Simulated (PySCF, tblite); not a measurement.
# C3H11GeN: geometry, infrared bands and NMR shifts

What infrared bands and NMR shifts should C3H11GeN (`CC[N](C)[GeH3]`) show?

Programs: tblite 0.8.0 and PySCF 2.14.0, with density-fitted response routines of our own. Each step states its level of theory. These are calculated values for one molecule in the gas phase, unless marked as measured. Atoms are numbered from 0 throughout.

## Step 1: Starting geometry

16 atoms, charge 0, multiplicity 1; geometry from: force field or distance geometry start.

Bonds of the start (Å): C0–C1 1.49, C1–N2 1.44, N2–C3 1.43, N2–Ge4 1.85, C0–H5 1.14, C0–H6 1.09, C0–H7 1.14, C1–H8 1.10, C1–H9 1.12, C3–H10 1.13, C3–H11 1.11, C3–H12 1.13, Ge4–H13 1.55, Ge4–H14 1.58, Ge4–H15 1.57.

## Step 2: Relaxing the molecule with GFN2-xTB

Job settings and geometry (Å):

```
{"job": {"kind": "relax", "xc": "GFN2-xTB", "basis": "xTB"}, "charge": 0, "multiplicity": 1}
C     -2.109600    -0.197100     0.414700
C     -0.840100     0.314700    -0.180500
N      0.362500    -0.048300     0.532300
C      0.793800    -1.401500     0.386100
Ge     1.688600     1.206400     0.254500
H     -2.963200     0.460900     0.030900
H     -2.329000    -1.242000     0.207600
H     -2.122800     0.006000     1.536200
H     -0.881400     1.412600    -0.205200
H     -0.738500     0.009300    -1.249500
H      1.140500    -1.602600    -0.671400
H      0.072600    -2.171600     0.716500
H      1.746700    -1.474300     0.997300
H      3.103800     0.563100     0.260600
H      1.522600     1.893000    -1.158000
H      1.546100     2.280300     1.384000
```

On the command line:

```
> OMP_NUM_THREADS=1 python probes_run.py task.json out
```

One launch serves the whole session: the jobs run in the order shown.

**Question.** This job is followed by: GFN2-xTB harmonic vibrations, gas phase; GIAO PBE0/pcSseg-1 NMR shielding, non-relativistic, gas phase. Predict these results of the whole session: strongest single infrared mode (GFN2-xTB); zero-point energy (GFN2-xTB); 13C shifts against TMS (PBE0/pcSseg-1); 1H shifts against TMS (PBE0/pcSseg-1, means over atoms taken as alike); 15N shifts against NH3 (PBE0/pcSseg-1); 73Ge shifts against GeMe4 (PBE0/pcSseg-1).

The runs gave:

| quantity | value |
| --- | --- |
| strongest single infrared mode (GFN2-xTB) | 2070 cm⁻¹, 460 km/mol |
| zero-point energy (GFN2-xTB) | 81.4 kcal/mol |
| 13C shifts against TMS (PBE0/pcSseg-1) | 52.3, 39.6, 16.6 ppm |
| 1H shifts against TMS (PBE0/pcSseg-1, means over atoms taken as alike) | 4.42, 2.79, 2.64, 1.15 ppm |
| 15N shifts against NH3 (PBE0/pcSseg-1) | 22.9 ppm |
| 73Ge shifts against GeMe4 (PBE0/pcSseg-1) | -109 ppm |

In words: The optimisation took 97 steps and gained 0.502 eV; among the close pairs (by a distance rule), Ge4–H15 changed most, from 1.565 to 1.495 Å. All 42 modes are real, so the xTB geometry is a minimum. The strongest single mode, at 2070 cm⁻¹, moves mainly H15 and H13. GFN2-xTB is a fitted tight-binding method: band positions and strengths are rough. Its intensities can rank the bands wrongly. C1 (sp3 CH2 bonded to N) lies farthest downfield among carbon, at 52.3 ppm; pulled downfield by the heteroatom. At PBE0/pcSseg-1: Shielding is most anisotropic at Ge4 (span 369 ppm, paramagnetic term -1317 ppm). Spin-orbit coupling is left out, which matters for shieldings and couplings at and beside the heavy atoms.
